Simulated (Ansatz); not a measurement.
**GaSiH2+ (triplet): from Hartree-Fock to the top rungs, cc-pVTZ**

An exercise on one series of results from a longer session: the logs are not shown, and one member is left open.

Program: Ansatz 0.2.0, Gaussian basis. Level of theory: cc-pVTZ, core rule «outside noble gas», up to 19 orbitals frozen. These are calculated values, not measurements.

The runs, in order: UHF; CCSD(T) on ROHF; CCSD(T) on UHF; BCCD(T) on ROHF; CCSDT(Q) on ROHF; CCSDT(Q) on UHF; CASSCF and MRCISD+Q, 8 electrons in 10 orbitals; CASSCF and NEVPT2, 8 electrons in 10 orbitals.

3 further runs of the same task are left out: 3 set aside as unsound or not needed. Runs told in other sessions of the task aren't counted.

## The system

The geometry is a PBE0/def2-TZVP stationary point (not a proven minimum) of the parent state, kept for this charge and spin. No spin-orbit coupling is included. The filled d shell of Ga may be among the frozen orbitals whatever the setting's name suggests.

4 atoms, charge 1, spin multiplicity 3.

Atoms are counted from 1 here; the program's logs count them from 0.

Bond lengths: Si1–Ga2 2.527 Å, Si1–H3 1.499 Å, Si1–H4 1.499 Å. Angles: Ga2–Si1–H3 127.3°, Ga2–Si1–H4 127.3°, H3–Si1–H4 105.5°.

The first run:

Input file in.yaml:

```yaml
crystal:
  periodic: [false, false, false]
  atoms:
    - {symbol: Si, position_ang: [0.000000, 0.000000, 1.746816]}
    - {symbol: Ga, position_ang: [0.000000, 0.000000, -0.780395]}
    - {symbol: H, position_ang: [0.000000, -1.193304, 2.654570]}
    - {symbol: H, position_ang: [0.000000, 1.193304, 2.654570]}
basis:
  gaussian: {orbitals: cc-pVTZ}
total_charge: 1
magnetization: {spin_polarized: true, initial_magnetization: 2}
hamiltonian: {xc: hf}
output: {orbitals: {seedname: orbitals}}
```

Launch:

```bash
$ ansatz run in.yaml --threads 1 --pin off --events-out ev --progress --plain --max-ram 4096MiB --backend cpu
```

Steps of the session up to this table: UHF; CCSD(T) on ROHF; CCSD(T) on UHF; BCCD(T) on ROHF; CCSDT(Q) on ROHF; CCSDT(Q) on UHF; CASSCF and MRCISD+Q, 8 electrons in 10 orbitals; CASSCF and NEVPT2, 8 electrons in 10 orbitals.

One table of the session follows, with a row left open; its other results are not shown here.

| method | from UCCSDT(Q) (meV) |
| --- | --- |
| ROHF | +4802.6 |
| UHF | +4553.7 |
| RMP2 | +1037.8 |
| UMP2 | ? |
| RCCSD | +220.9 |
| UCCSD | +203.8 |
| RCCSD(T) | +52.3 |
| UCCSD(T) | +45.5 |
| BCCD(T) | +52.8 |
| RCCSDT | +16.5 |
| UCCSDT | +7.5 |
| RCCSDT(Q) | +8.7 |
| UCCSDT(Q) | 0 |
| CASSCF valence | +2808.3 |
| NEVPT2 valence | +807.2 |
| MRCISD valence | +194.8 |
| MRCISD+Q valence | +39.7 |

Q: Estimate the row for UMP2 from the others.

**Answer.** from UCCSDT(Q) (meV): +1094.2. In the column «from UCCSDT(Q) (meV)» it lies between RMP2 (+1037.8) and CASSCF valence (+2808.3).

Limits of these values: Restricted and unrestricted rows rest on different reference determinants; a gap between their highest levels can come from leftover correlation error, from unlike frozen cores or from another state.
